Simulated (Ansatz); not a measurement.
# C2H7BF2Ge: rotation by 180° about the C2–B4 bond, part 3 of 3

Aim: the minimum-energy path and barrier of the rotation by 180° about the C2–B4 bond. The ends are relaxed first, then joined by a nudged elastic band. SMILES of the start: C[CH]([GeH3])B(F)F.

Ansatz 0.2.0; RKS PBE0-D4/def2-SVP. The steps go on from the part before.

**6. The band, image by image**

The 9 inner images lie between the fixed ends 0 and 10. Energy is taken from image 0, and the path length is the program's own coordinate along the band.

| image | path (Å) | energy (eV) | dihedral Ge3–C2–B4–F5 (°) | band force (eV/Å) |
| --- | --- | --- | --- | --- |
| 0 | 0.000 | 0.0000 | 74 | - |
| 1 | 0.494 | 0.0117 | 91 | 0.028 |
| 2 | 0.987 | 0.0434 | 111 | 0.031 |
| 3 | 1.480 | 0.0837 | 130 | 0.021 |
| 4 | 1.974 | 0.1162 | 148 | 0.019 |
| 5* | 2.467 | 0.1288 | 166 | 0.013 |
| 6 | 2.954 | 0.1182 | -178 | 0.025 |
| 7 | 3.441 | 0.0870 | -161 | 0.016 |
| 8 | 3.927 | 0.0466 | -143 | 0.011 |
| 9 | 4.414 | 0.0127 | -124 | 0.019 |
| 10 | 4.901 | 0.0000 | -105 | - |

The star marks the climbing image.

image, energy (eV) and a bar:
```
        0      0.000 
        1      0.012 ###
        2      0.043 ##########
        3      0.084 ###################
        4      0.116 ###########################
        5      0.129 ##############################
        6      0.118 ############################
        7      0.087 ####################
        8      0.047 ###########
        9      0.013 ###
       10      0.000
```

How the highest energy settled:

```
iteration  highest image above image 0 (eV)  largest band force (eV/Å)
        1                            0.5343                      2.420
        2                            0.2008                      1.382
        3                            0.4209                      2.699
        4                            0.1503                      0.678
        5                            0.1296                      0.166
        6                            0.1292                      0.091
        7                            0.1288                      0.031
```

Positions of all images (Å):

```xyz
13
image=0 dE=0.0000
C    -0.866   -0.635   -1.105
C     0.088    0.326   -0.396
Ge    1.220   -0.636    0.919
B    -0.597    1.491    0.364
F     0.070    2.575    0.735
F    -1.875    1.450    0.713
H    -0.331   -1.467   -1.588
H    -1.446   -0.121   -1.887
H    -1.591   -1.072   -0.402
H     0.829    0.757   -1.092
H     1.885   -1.821    0.193
H     0.339   -1.179    2.062
H     2.296    0.297    1.499
13
image=1 dE=0.0117
C    -0.843   -0.593   -1.129
C     0.125    0.340   -0.396
Ge    1.166   -0.686    0.945
B    -0.560    1.509    0.359
F     0.003    2.700    0.489
F    -1.738    1.357    0.949
H    -0.325   -1.447   -1.593
H    -1.380   -0.063   -1.932
H    -1.605   -0.999   -0.446
H     0.889    0.749   -1.078
H     1.893   -1.826    0.207
H     0.205   -1.291    1.987
H     2.192    0.215    1.654
13
image=2 dE=0.0434
C    -0.814   -0.543   -1.158
C     0.162    0.345   -0.373
Ge    1.118   -0.747    0.974
B    -0.540    1.523    0.360
F    -0.156    2.783    0.227
F    -1.567    1.315    1.173
H    -0.301   -1.396   -1.631
H    -1.313    0.021   -1.962
H    -1.603   -0.951   -0.507
H     0.944    0.749   -1.036
H     1.866   -1.875    0.237
H     0.100   -1.369    1.946
H     2.125    0.109    1.765
13
image=3 dE=0.0837
C    -0.781   -0.487   -1.188
C     0.196    0.341   -0.336
Ge    1.076   -0.809    1.005
B    -0.531    1.529    0.362
F    -0.369    2.787   -0.016
F    -1.371    1.336    1.368
H    -0.274   -1.332   -1.681
H    -1.240    0.123   -1.983
H    -1.599   -0.905   -0.580
H     0.995    0.748   -0.978
H     1.830   -1.932    0.265
H     0.015   -1.436    1.926
H     2.074    0.004    1.851
13
image=4 dE=0.1162
C    -0.745   -0.435   -1.226
C     0.217    0.334   -0.299
Ge    1.031   -0.866    1.032
B    -0.526    1.531    0.372
F    -0.604    2.720   -0.206
F    -1.146    1.422    1.538
H    -0.231   -1.262   -1.741
H    -1.167    0.221   -2.004
H    -1.589   -0.872   -0.668
H     1.038    0.749   -0.908
H     1.782   -1.991    0.291
H    -0.064   -1.493    1.914
H     2.024   -0.093    1.920
13
image=5 dE=0.1288
C    -0.703   -0.392   -1.272
C     0.219    0.326   -0.270
Ge    0.977   -0.914    1.055
B    -0.522    1.534    0.391
F    -0.847    2.607   -0.311
F    -0.886    1.553    1.664
H    -0.172   -1.197   -1.803
H    -1.091    0.303   -2.033
H    -1.571   -0.851   -0.771
H     1.073    0.751   -0.830
H     1.724   -2.043    0.314
H    -0.147   -1.536    1.903
H     1.966   -0.176    1.977
13
image=6 dE=0.1182
C    -0.655   -0.356   -1.322
C     0.211    0.319   -0.248
Ge    0.916   -0.955    1.075
B    -0.520    1.534    0.411
F    -1.090    2.474   -0.326
F    -0.614    1.702    1.721
H    -0.098   -1.139   -1.858
H    -1.012    0.370   -2.068
H    -1.543   -0.835   -0.880
H     1.104    0.755   -0.739
H     1.647   -2.093    0.334
H    -0.234   -1.563    1.898
H     1.908   -0.249    2.017
13
image=7 dE=0.0870
C    -0.603   -0.323   -1.365
C     0.208    0.319   -0.235
Ge    0.855   -0.987    1.091
B    -0.515    1.532    0.429
F    -1.329    2.316   -0.259
F    -0.348    1.858    1.702
H    -0.030   -1.102   -1.890
H    -0.918    0.422   -2.112
H    -1.519   -0.800   -0.980
H     1.137    0.755   -0.656
H     1.571   -2.131    0.345
H    -0.330   -1.574    1.880
H     1.842   -0.320    2.065
13
image=8 dE=0.0466
C    -0.549   -0.288   -1.403
C     0.223    0.329   -0.236
Ge    0.790   -1.010    1.101
B    -0.505    1.525    0.446
F    -1.540    2.130   -0.115
F    -0.123    2.009    1.619
H     0.028   -1.079   -1.906
H    -0.813    0.466   -2.159
H    -1.493   -0.742   -1.061
H     1.187    0.745   -0.591
H     1.489   -2.167    0.360
H    -0.438   -1.567    1.846
H     1.765   -0.386    2.113
13
image=9 dE=0.0127
C    -0.496   -0.253   -1.435
C     0.251    0.344   -0.243
Ge    0.721   -1.030    1.105
B    -0.485    1.515    0.467
F    -1.689    1.922    0.094
F     0.053    2.160    1.492
H     0.073   -1.064   -1.915
H    -0.703    0.507   -2.204
H    -1.469   -0.670   -1.130
H     1.242    0.731   -0.544
H     1.409   -2.200    0.375
H    -0.556   -1.553    1.791
H     1.671   -0.444    2.162
13
image=10 dE=0.0000
C    -0.865   -0.633   -1.108
C     0.089    0.326   -0.395
Ge    1.217   -0.640    0.922
B    -0.595    1.492    0.364
F    -1.875    1.459    0.702
F     0.077    2.569    0.743
H    -0.330   -1.465   -1.592
H    -1.445   -0.116   -1.889
H    -1.592   -1.071   -0.406
H     0.832    0.756   -1.089
H     1.883   -1.825    0.196
H     0.332   -1.181    2.063
H     2.293    0.293    1.504
```

**7. Frequencies at the highest image**

The geometry is the highest inner image of the first converged band.

input.yaml reads:

```yaml
crystal:
  periodic: [false, false, false]
  atoms:
    - { symbol: C, position_ang: [-0.703005, -0.392353, -1.271856] }
    - { symbol: C, position_ang: [0.219475, 0.325664, -0.270157] }
    - { symbol: Ge, position_ang: [0.97746, -0.914305, 1.055495] }
    - { symbol: B, position_ang: [-0.521767, 1.533636, 0.390705] }
    - { symbol: F, position_ang: [-0.847113, 2.607279, -0.310871] }
    - { symbol: F, position_ang: [-0.88559, 1.553241, 1.664344] }
    - { symbol: H, position_ang: [-0.171569, -1.197342, -1.802973] }
    - { symbol: H, position_ang: [-1.091193, 0.303372, -2.03284] }
    - { symbol: H, position_ang: [-1.570989, -0.850972, -0.77142] }
    - { symbol: H, position_ang: [1.072573, 0.751401, -0.829812] }
    - { symbol: H, position_ang: [1.723508, -2.042561, 0.314107] }
    - { symbol: H, position_ang: [-0.146992, -1.536182, 1.90347] }
    - { symbol: H, position_ang: [1.965802, -0.175579, 1.976608] }
basis:
  gaussian: { orbitals: def2-SVP }
hamiltonian:
  xc: pbe0
  dispersion: d4
phonons: {}
```

Command:

```console
$ ansatz run input.yaml --threads 2 --pin off --max-ram 3072MiB --backend cpu --events-out ev --progress --plain --runs-dir out
```

The log of the run (excerpt; [...] marks lines left out):

```text
Warning: RAYON_NUM_THREADS=2 ignored (pool sized by the plan → 2); use --threads N
[...]
Functional definition: PBE0
[...]
1499 factors; integrals over basis functions are off by at most 3.5e-4 eV
[...]
mean field -64790.63055525 eV, -2381.0117562389 hartree, gradient 4.8e-5 eV, S^2 0.000000; 0 other end points of the search recorded, 0 dependent functions left out
[...]
reference -64790.63058527 eV, -2381.0117573419 hartree; 37, 37 occupied and 100, 100 virtual orbitals, 1499 factors
[...]
WARN: phonons: modes at or below zero, which the zero-point energy, F, S and C_V leave out: 1, the lowest at -44.60 cm⁻¹. A minimum has none, and a first-order saddle one
[...]
Atom 10 at     1.723508    -2.042561     0.314107 Å, force     0.000639     0.005400     0.000007 eV/Å
Atom 11 at    -0.146992    -1.536182     1.903470 Å, force     0.000057    -0.002180    -0.006108 eV/Å
Atom 12 at     1.965802    -0.175579     1.976608 Å, force    -0.002448    -0.001345     0.004941 eV/Å
Dipole moment:     0.088541    -0.172258    -0.233932 e Å
Vibrations: -44.60 115.90 134.46 188.28 211.96 225.57 312.78 460.85 535.62 582.26 655.14 688.76 807.71 840.08 886.63 890.97 972.97 1033.09 1057.84 1141.11 1245.95 1371.93 1394.72 1419.33 1474.97 1478.50 2146.81 2159.24 2163.13 3047.13 3066.25 3138.15 3142.16 cm⁻¹, zero-point energy 2.417088 eV
```

It took 4.7 min on 2 threads of Arm Neoverse V1, shared host; peak memory 0.42 GiB.

Of 33 modes, 1 is imaginary by more than 30 cm⁻¹ (45i cm⁻¹).

**8. The band again, with other settings**

crystal.atoms is end A as relaxed above, and neb.final_atoms is end B, turned to lie on A. With 9 inner images the band has 11 in all.

input.yaml reads:

```yaml
crystal:
  periodic: [false, false, false]
  atoms:
    - { symbol: C, position_ang: [-0.865545, -0.634843, -1.105166] }
    - { symbol: C, position_ang: [0.087973, 0.326438, -0.396266] }
    - { symbol: Ge, position_ang: [1.219663, -0.63648, 0.919398] }
    - { symbol: B, position_ang: [-0.597403, 1.491477, 0.364335] }
    - { symbol: F, position_ang: [0.06986, 2.574863, 0.73486] }
    - { symbol: F, position_ang: [-1.874903, 1.449861, 0.71349] }
    - { symbol: H, position_ang: [-0.330601, -1.467309, -1.588044] }
    - { symbol: H, position_ang: [-1.446429, -0.121043, -1.887454] }
    - { symbol: H, position_ang: [-1.591421, -1.071855, -0.402238] }
    - { symbol: H, position_ang: [0.828775, 0.757377, -1.092355] }
    - { symbol: H, position_ang: [1.88544, -1.820896, 0.193096] }
    - { symbol: H, position_ang: [0.339187, -1.179405, 2.062064] }
    - { symbol: H, position_ang: [2.296004, 0.297115, 1.499081] }
basis:
  gaussian: { orbitals: def2-SVP }
hamiltonian:
  xc: pbe0
  dispersion: d4
neb:
  order_check: false
  images: 9
  f_tol: 0.05
  max_iterations: 24
  initial_path: idpp
  max_displacement: 0.5
  optimiser: lbfgs
  final_atoms:
    - { symbol: C, position_ang: [-0.86565617, -0.63460916, -1.10616177] }
    - { symbol: C, position_ang: [0.08794401, 0.32555912, -0.39528117] }
    - { symbol: Ge, position_ang: [1.21914957, -0.63784777, 0.9204286] }
    - { symbol: B, position_ang: [-0.5964421, 1.49145135, 0.36404178] }
    - { symbol: F, position_ang: [-1.87644136, 1.45689774, 0.70459962] }
    - { symbol: F, position_ang: [0.07437285, 2.56963185, 0.74236451] }
    - { symbol: H, position_ang: [-0.33049071, -1.46586388, -1.59109339] }
    - { symbol: H, position_ang: [-1.44741995, -0.11926617, -1.88685115] }
    - { symbol: H, position_ang: [-1.59077023, -1.07327318, -0.4034445] }
    - { symbol: H, position_ang: [0.82913726, 0.75718286, -1.09064828] }
    - { symbol: H, position_ang: [1.88594571, -1.82156048, 0.193542] }
    - { symbol: H, position_ang: [0.3367992, -1.17984001, 2.06254596] }
    - { symbol: H, position_ang: [2.29447193, 0.29683774, 1.5007588] }
```

Command:

```console
$ ansatz run input.yaml --threads 2 --pin off --max-ram 3072MiB --backend cpu --events-out ev --progress --plain --runs-dir out
```

The log of the run (excerpt; [...] marks lines left out):

```text
Warning: RAYON_NUM_THREADS=2 ignored (pool sized by the plan → 2); use --threads N
[...]
Functional definition: PBE0
[...]
1499 factors; integrals over basis functions are off by at most 3.7e-4 eV
[...]
mean field -64790.75894408 eV, -2381.0164744412 hartree, gradient 5.7e-6 eV, S^2 0.000000; 0 other end points of the search recorded, 0 dependent functions left out
[...]
Atom 9 at     1.052043     0.771861    -0.813559 Å, force     0.005948     0.001794    -0.023898 eV/Å
Atom 10 at     1.671716    -2.042498     0.280294 Å, force     0.012057     0.006706     0.014596 eV/Å
Atom 11 at    -0.142363    -1.518174     1.925758 Å, force     0.008701     0.009171     0.000001 eV/Å
Atom 12 at     1.990079    -0.173260     1.931673 Å, force     0.002614    -0.010551     0.036544 eV/Å
Dipole moment:     0.083647    -0.175314    -0.234999 e Å
this run last wrote the band of iteration 18 to <dir>
```

Wall time 14 min (2 threads of Arm Neoverse V1, shared host); peak memory 0.42 GiB.

**9. What the band shows**

Images 0 and 10 are the ends. Energies count from image 0; the path length is the program's own measure over all atoms.

| image | path (Å) | energy (eV) | dihedral Ge3–C2–B4–F5 (°) | band force (eV/Å) |
| --- | --- | --- | --- | --- |
| 0 | 0.000 | 0.0000 | 74 | - |
| 1 | 0.479 | 0.0149 | 92 | 0.017 |
| 2 | 0.960 | 0.0503 | 110 | 0.031 |
| 3 | 1.443 | 0.0915 | 128 | 0.040 |
| 4 | 1.928 | 0.1236 | 147 | 0.042 |
| 5* | 2.415 | 0.1356 | 164 | 0.038 |
| 6 | 2.897 | 0.1244 | -178 | 0.044 |
| 7 | 3.378 | 0.0930 | -160 | 0.045 |
| 8 | 3.858 | 0.0511 | -142 | 0.037 |
| 9 | 4.337 | 0.0145 | -124 | 0.020 |
| 10 | 4.816 | 0.0000 | -105 | - |

The star marks the climbing image.

image, energy (eV) and a bar:
```
        0      0.000 
        1      0.015 ###
        2      0.050 ###########
        3      0.092 ####################
        4      0.124 ###########################
        5      0.136 ##############################
        6      0.124 ############################
        7      0.093 #####################
        8      0.051 ###########
        9      0.014 ###
       10      0.000
```

**10. The band again, with other settings**

crystal.atoms is end A as relaxed above, and neb.final_atoms is end B, turned to lie on A. With 1 inner images the band has 3 in all.

input.yaml, as its differences from that of step 8:

```diff
@@ -23,8 +23,7 @@
   order_check: false
-  images: 9
+  images: 1
   f_tol: 0.05
-  max_iterations: 24
+  max_iterations: 60
   initial_path: idpp
-  max_displacement: 0.5
-  optimiser: lbfgs
+  climbing: true
   final_atoms:
```

Command:

```console
$ ansatz run input.yaml --threads 2 --pin off --max-ram 3072MiB --backend cpu --events-out ev --progress --plain --runs-dir out
```

The log of the run (excerpt; [...] marks lines left out):

```text
Warning: RAYON_NUM_THREADS=2 ignored (pool sized by the plan → 2); use --threads N
[...]
Functional definition: PBE0
[...]
1499 factors; integrals over basis functions are off by at most 3.7e-4 eV
[...]
mean field -64790.75894408 eV, -2381.0164744412 hartree, gradient 5.7e-6 eV, S^2 0.000000; 0 other end points of the search recorded, 0 dependent functions left out
[...]
Atom 9 at     1.012483     0.747564    -0.906582 Å, force    -0.019656    -0.002918     0.007969 eV/Å
Atom 10 at     1.785640    -1.994011     0.275522 Å, force     0.003158     0.001727     0.001068 eV/Å
Atom 11 at    -0.008818    -1.488890     1.950614 Å, force    -0.001868     0.000986    -0.009059 eV/Å
Atom 12 at     2.070298    -0.077457     1.873860 Å, force    -0.001782    -0.002301     0.006260 eV/Å
Dipole moment:     0.080578    -0.177976    -0.232667 e Å
this run last wrote the band of iteration 7 to <dir>
```

It took 52 s on 2 threads of Arm Neoverse V1, shared host; peak memory 0.42 GiB.

**11. Images and barrier**

Images 0 and 2 are the ends. Energies count from image 0; the path length is the program's own measure over all atoms.

| image | path (Å) | energy (eV) | dihedral Ge3–C2–B4–F5 (°) | band force (eV/Å) |
| --- | --- | --- | --- | --- |
| 0 | 0.000 | 0.0000 | 74 | - |
| 1* | 2.205 | 0.1288 | 165 | 0.028 |
| 2 | 4.439 | 0.0000 | -105 | - |

The star marks the climbing image.

image, energy (eV) and a bar:
```
        0      0.000 
        1      0.129 ##############################
        2      0.000
```

**12. What came out**

What follows sums up all 3 parts.

| quantity | value |
| --- | --- |
| end A | 16 moves, 0.989 eV lower |
| end B | 14 moves, 0.986 eV lower |
| first band: barrier forwards | 0.13 eV |
| first band: barrier backwards | 0.13 eV |
| first band: second end relative to first | 0.000 eV |
| first band: highest image | 5 of 0 to 10, climbing |
| first band: band iterations | 7 |
| imaginary modes at the top | 45i cm⁻¹ |
| second band | top 0.136 eV above image 0, 18 iterations, 9 inner images |
| time, first and second band | 6.6 min and 14 min |
| third band | top 0.129 eV above image 0, 7 iterations, 1 inner image |
| time, first and third band | 6.6 min and 52 s |

**Reading.** In the first band: the barrier from the first end is 0.13 eV, 5 times kT at 300 K, which at an assumed attempt frequency of 10^13 s⁻¹ means a rate near 10^11 s⁻¹. The two ends lie within 1 meV of each other. The listed dihedral goes from 74° at end A through 166° at the highest image to -105° at end B. One imaginary mode, as a first-order saddle point has. The second band's top lies 7 meV above the first's, so the changed settings hardly move the height. The third band's top agrees with the first's to 1 meV, so the changed settings hardly move the height. Zero-point energy and entropy are left out.
